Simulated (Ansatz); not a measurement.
# CH3BrFIn: a ladder of functionals and wavefunction methods

An exercise on one series of results from a longer session: the logs are not shown, and one member is left open.

Method: functionals in def2-TZVPP, the program's frozen cores in correlated methods; program: Ansatz 0.2.0, Gaussian basis.

Levels to be run: LDA (SPW92), PBE-D4, revPBE-D4, BLYP-D4, r2SCAN-D4, B97M-V, PBE0-D4, B3LYP-D4, r2SCANh-D4, r2SCAN0-D4, HSE06-D4, BHLYP-D4, CAM-B3LYP-D4, LC-ωPBE, ωB97X-V, ωB97M-V, B2PLYP, PBE-QIDH; CCSD(T)/def2-SVP; CCSD(T)/def2-TZVPP; MP2/def2-QZVPP; extrapolation to the limit; RPA on PBE.

### The geometry

The geometry comes from an earlier relaxation with PBE0-D4 in a triple-zeta def2 set; it is a stationary point, not always the lowest conformer. In takes the def2 core potential; no spin-orbit term is included.

SMILES `[CH3][In]([F])[Br]`, 7 atoms, charge 0, spin multiplicity 1.

Atoms are counted from 1 here; the program's logs count them from 0.

Bond lengths: C1–In2 2.124 Å, C1–H5 1.089 Å, C1–H6 1.089 Å, C1–H7 1.088 Å, In2–F3 1.949 Å, In2–Br4 2.454 Å. Angles: In2–C1–H5 109.0°, In2–C1–H6 108.9°, In2–C1–H7 109.0°, H5–C1–H6 109.2°, H5–C1–H7 110.3°, H6–C1–H7 110.3°, C1–In2–F3 120.7°, C1–In2–Br4 129.9°, F3–In2–Br4 109.5°.

The first run:

The input, in.yaml:

```yaml
crystal:
  periodic: [false, false, false]
  atoms:
    - {symbol: C, position_ang: [-0.335637, 0.995310, 0.404745]}
    - {symbol: In, position_ang: [0.354482, -0.864970, -0.353391]}
    - {symbol: F, position_ang: [2.261747, -1.209500, -0.556250]}
    - {symbol: Br, position_ang: [-0.914815, -2.832386, -1.089632]}
    - {symbol: H, position_ang: [-0.996761, 1.454783, -0.329062]}
    - {symbol: H, position_ang: [-0.889817, 0.818118, 1.325827]}
    - {symbol: H, position_ang: [0.520801, 1.638655, 0.597773]}
basis:
  gaussian: {orbitals: def2-TZVPP}
hamiltonian: {xc: lda}
output: {orbitals: {seedname: orbitals}}
```

Command:

```console
ansatz run in.yaml --threads 4 --pin off --events-out ev --progress --plain --max-ram 10444MiB
```

Among the steps run: LDA; PBE-D4 (GGA); revPBE-D4 (GGA); BLYP-D4 (GGA); r2SCAN-D4 (meta-GGA); B97M-V (meta-GGA); PBE0-D4 (hybrid); B3LYP-D4 (hybrid); r2SCANh-D4 (hybrid); r2SCAN0-D4 (hybrid); HSE06-D4 (hybrid); BHLYP-D4 (hybrid); CAM-B3LYP-D4 (range-separated); LC-ωPBE (range-separated); ωB97X-V (range-separated); ωB97M-V (range-separated); B2PLYP (double hybrid); PBE-QIDH (double hybrid).

One table of the session follows, with a row left open; its other results are not shown here.

It belongs to the step «Frontier levels by functional». 

```
  functional  HOMO (eV)  LUMO (eV)  gap (eV)
 LDA (SPW92)      -7.21      -2.88      4.34
      PBE-D4      -7.03      -2.57      4.45
   revPBE-D4      -6.96      -2.45      4.51
     BLYP-D4      -6.86      -2.55      4.31
   r2SCAN-D4          ?          ?         ?
      B97M-V      -7.41      -2.43      4.98
     PBE0-D4      -8.31      -1.70      6.61
    B3LYP-D4      -8.05      -2.03      6.01
  r2SCANh-D4      -7.82      -2.02      5.80
  r2SCAN0-D4      -8.53      -1.56      6.97
    HSE06-D4      -7.91      -2.07      5.84
    BHLYP-D4      -9.43      -0.89      8.54
CAM-B3LYP-D4      -9.63      -0.80      8.83
     LC-ωPBE     -11.02       0.50     11.52
     ωB97X-V     -10.65       0.32     10.97
     ωB97M-V     -10.52       0.09     10.62
```

Estimate the missing values for r2SCAN-D4.

Worked estimate for «HOMO (eV)». Against the share of exact exchange, r2SCANh-D4 (0.1, -7.82), r2SCAN0-D4 (0.25, -8.53) give a slope of -4.73 per unit share; at 0 the line stands at -7.35.

As computed: HOMO (eV): -7.35; LUMO (eV): -2.33; gap (eV): 5.02. In «HOMO (eV)» the line misses by 0.00.
